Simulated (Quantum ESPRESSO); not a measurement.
Crystal: WAu.

```xyz
2
Lattice="0.0000 2.7480 2.7480 2.7480 0.0000 2.7480 2.7480 2.7480 0.0000" Properties=species:S:1:pos:R:3 pbc="T T T"
W     0.0000    0.0000    0.0000
Au    4.1220    4.1220    4.1220
```

The cell was built by a generator and needn't be a form met in nature.

```yaml
Program: Quantum ESPRESSO 7.5
Task: phonons
Functional: LDA
Potentials_or_basis: PseudoDojo 0.4.1 SR LDA standard
Cutoff: 952 eV
Density_cutoff: 3810 eV
k_mesh: 8 × 8 × 8
Occupations: cold, width 0.2 eV
Spin: no spin polarisation
Form_of_the_LDA_correlation: PW92
Mixing_beta: 0.5
Most_SCF_iterations: 120
SCF_threshold: 4e-10 Ry
```

The cell and the atoms were relaxed first, to 23.08 Å³/atom (a = 4.027 Å, b = 4.027 Å, c = 4.027 Å, α = 60.00°, β = 60.00°, γ = 60.00°), and the response was taken there.

Question: What is the highest optical frequency at the zone centre?

Answer: 202 cm⁻¹, a mode of symmetry T2 (IR and Raman).

Optical modes at Γ, degenerate ones joined:
```csv
cm⁻¹,components,symmetry,active in
202,3,T2,IR and Raman
```
